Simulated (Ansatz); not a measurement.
**SnH2− (doublet): the correlation ladder at a displaced geometry (v2), def2-SVPD**

Aim: climb from Hartree-Fock through coupled cluster and multireference methods for SnH2− (doublet) at one geometry and basis, and see what each rung misses.

The runs use Ansatz 0.2.0, Gaussian basis; def2-SVPD, core rule «outside noble gas», up to 9 orbitals frozen.

To be run: UHF; CCSD(T) on ROHF; CCSD(T) on UHF; BCCD(T) on ROHF; CISD; CCSDT(Q) on ROHF; CCSDT(Q) on UHF; CASSCF and MRCISD+Q, 7 electrons in 6 orbitals; CASSCF and MRCISD+Q(relaxed), 7 electrons in 6 orbitals; CASSCF and NEVPT2, 7 electrons in 6 orbitals.

12 further runs of the same task are left out: 3 that didn't finish, 9 set aside as unsound or not needed.

## (1) The system

The geometry is a PBE0/def2-TZVPD stationary point (not a proven minimum) with its atoms shifted at random (size 0.100 Å). No spin-orbit coupling is included. Elements past krypton take def2 core potentials.

3 atoms, charge -1, spin multiplicity 2.

Atoms are counted from 1 here; the program's logs count them from 0.

Bond lengths: Sn1–H2 1.809 Å, Sn1–H3 1.792 Å. Angles: H2–Sn1–H3 91.0°.

## (2) UHF

Contents of in.yaml:

```yaml
crystal:
  periodic: [false, false, false]
  atoms:
    - {symbol: Sn, position_ang: [0.002113, -0.020958, -0.000125]}
    - {symbol: H, position_ang: [-0.162761, 1.250393, -1.276626]}
    - {symbol: H, position_ang: [-0.086140, 1.217963, 1.291387]}
basis:
  gaussian: {orbitals: def2-SVPD}
total_charge: -1
magnetization: {spin_polarized: true, initial_magnetization: 1}
hamiltonian: {xc: hf}
output: {orbitals: {seedname: orbitals}}
```

Started as:

```sh
$ ansatz run in.yaml --threads 1 --pin off --events-out ev --progress --plain --max-ram 2393MiB
```

Further steps of the session: CCSD(T) on ROHF; CCSD(T) on UHF; BCCD(T) on ROHF; CISD; CCSDT(Q) on ROHF; CCSDT(Q) on UHF; CASSCF and MRCISD+Q, 7 electrons in 6 orbitals; CASSCF and MRCISD+Q(relaxed), 7 electrons in 6 orbitals; CASSCF and NEVPT2, 7 electrons in 6 orbitals.

Q: Predict the results of all the runs planned. Wanted: UCCSDT(Q) below the RHF energy; RMP2 from UCCSDT(Q); UMP2 from UCCSDT(Q); RCCSD from UCCSDT(Q); RCCSD(T) from UCCSDT(Q); UCCSD(T) from UCCSDT(Q); RCCSDT(Q) from UCCSDT(Q); NEVPT2 valence from UCCSDT(Q); MRCISD+Q valence from UCCSDT(Q).

As calculated:

| quantity | value |
| --- | --- |
| UCCSDT(Q) below the RHF energy | -3.2994 eV |
| RMP2 from UCCSDT(Q) | +17.99 kcal/mol |
| UMP2 from UCCSDT(Q) | +18.18 kcal/mol |
| RCCSD from UCCSDT(Q) | +2.60 kcal/mol |
| RCCSD(T) from UCCSDT(Q) | +0.65 kcal/mol |
| UCCSD(T) from UCCSDT(Q) | +0.55 kcal/mol |
| RCCSDT(Q) from UCCSDT(Q) | +0.10 kcal/mol |
| NEVPT2 valence from UCCSDT(Q) | +16.94 kcal/mol |
| MRCISD+Q valence from UCCSDT(Q) | +0.03 kcal/mol |
| MRCISD+Q(relaxed) valence from UCCSDT(Q) | -0.43 kcal/mol |
| levels within 1 kcal/mol (43 meV) | RCCSD(T), UCCSD(T), BCCD(T), RCCSDT, UCCSDT, RCCSDT(Q), MRCISD+Q valence, MRCISD+Q(relaxed) valence |
| T1 diagnostic | 0.021 |
| effectively unpaired electrons | 1.02 |

In words: RCCSD(T) misses by +0.65 kcal/mol, 0.9 % of the correlation energy. One determinant dominates. Of the multireference levels listed MRCISD+Q valence comes nearest in total energy (+0.03 kcal/mol), which doesn't show that its space is the better one. These misses are within one basis, not against nature; the frozen cores of restricted and unrestricted runs differ, which can shift their rows.
